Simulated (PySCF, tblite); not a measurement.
# C₈H₈N radical: geometry, infrared bands and EPR parameters

What infrared bands and EPR parameters should C₈H₈N radical (`[CH2][C@@H]1C=CC(CC#N)=C1`) show?

The runs use tblite 0.8.0 and PySCF 2.14.0, with density-fitted response routines of our own; the level of theory stands in each step. All values are computed, except where a source is named. Atoms are numbered from 0 throughout.

## (1) Starting geometry

17 atoms, charge 0, multiplicity 2; geometry from: force field or distance geometry start.

Bonds of the start (Å): C0–C1 1.48, C1–C2 1.50, C2–C3 1.33, C3–C4 1.46, C4–C5 1.49, C5–C6 1.48, C6–N7 1.17, C4–C8 1.34, C8–C1 1.52, C0–H9 1.10, C0–H10 1.08, C1–H11 1.10, C2–H12 1.09, C3–H13 1.08, C5–H14 1.09, C5–H15 1.10, C8–H16 1.08.

## (2) Optimising the geometry with GFN2-xTB

Job settings and geometry (Å):

```
{"job": {"kind": "relax", "xc": "GFN2-xTB", "basis": "xTB"}, "charge": 0, "multiplicity": 2}
C     -2.637800    -0.524100    -0.251800
C     -1.585400     0.148000     0.535500
C     -0.961800     1.296800    -0.190600
C      0.342400     1.103600    -0.376900
C      0.713800    -0.174700     0.227500
C      2.100700    -0.719500     0.174400
C      3.022500     0.072500     1.011400
N      3.770400     0.685100     1.670800
C     -0.378500    -0.749500     0.745700
H     -3.674000    -0.176000    -0.161700
H     -2.398000    -1.183700    -1.074800
H     -1.979000     0.465800     1.515200
H     -1.521500     2.174800    -0.510900
H      1.030600     1.772100    -0.863500
H      2.460100    -0.721800    -0.857300
H      2.108800    -1.759600     0.531500
H     -0.420200    -1.697900     1.252100
```

On the command line:

```sh
$ OMP_NUM_THREADS=1 python probes_run.py task.json out
```

The driver reads the jobs from task.json and runs them one after another.

**Question.** This job is followed by: GFN2-xTB harmonic vibrations, gas phase; UKS B3LYP, pcH-1 on C H N, non-relativistic, mean-field spin-orbit, GIAO. Predict these results of the whole session: strongest single infrared mode (GFN2-xTB); zero-point energy (GFN2-xTB); g(iso) (B3LYP); ⟨S²⟩; largest a(iso) (averaged by class); surface potential, 1st and 99th percentile.

As calculated:

| quantity | value |
| --- | --- |
| strongest single infrared mode (GFN2-xTB) | 2413 cm⁻¹, 235 km/mol |
| zero-point energy (GFN2-xTB) | 81.3 kcal/mol |
| g(iso) (B3LYP) | 2.00259 |
| ⟨S²⟩ | 0.754 (exact 0.75) |
| largest a(iso) (averaged by class) | 13C on C0, 100.3 MHz |
| surface potential, 1st and 99th percentile | -1.87 V and 1.33 V |

Relaxing lowered the energy by 0.125 eV in 39 steps; the close pair that moved most is C5–C6, from 1.476 to 1.443 Å. All 45 modes are real, so the xTB geometry is a minimum. The strongest single mode, at 2413 cm⁻¹, moves mainly C6 and N7. GFN2-xTB is a fitted tight-binding method: band positions and strengths are rough. Its intensities can rank the bands wrongly. Most of the unpaired spin sits on C0 (1.06 e). The isotropic g lies 0.3 ppt above the free-electron value.
